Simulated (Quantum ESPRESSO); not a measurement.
Runs of Quantum ESPRESSO 7.5 on Ag. The cell holds a slab with vacuum, 5 atoms: a = 2.889 Å, b = 2.889 Å, c = 24.437 Å, α = 90.00°, β = 90.00°, γ = 120.00°. The slab is cut from a database's or a generator's crystal, which needn't be the stable form of the element.

| potentials or basis | cutoff (eV) | gap on the mesh (eV) | largest force (eV/Å) | work function (eV) |
| --- | --- | --- | --- | --- |
| PseudoDojo 0.4 SR PBE stringent | 1116 | none | 0.16 | 4.53 |
| PseudoDojo 0.4.1 SR PBE standard | 1116 | none | 0.16 | 4.53 |
| PseudoDojo 0.5 SR PBE standard | 1116 | none | 0.16 | 4.53 |
| SSSP 1.3 efficiency PBE | 816 | none | (a) | 4.52 |
| Ansatz NC SR PBE | 966 | none | 0.16 | 4.53 |

Alike in all rows: task work function; level PBE; no spin polarisation; cell as given; k mesh 7 × 7 × 1; smearing fermi-dirac 0.05 eV.

**Question.** Estimate the missing entries.

**Answer.** (a) 0.15.

A k mesh can miss the band edges, and the runs leave out spin-orbit coupling on Ag.

A gap of «none» marks a metal or a gap under the smearing width.
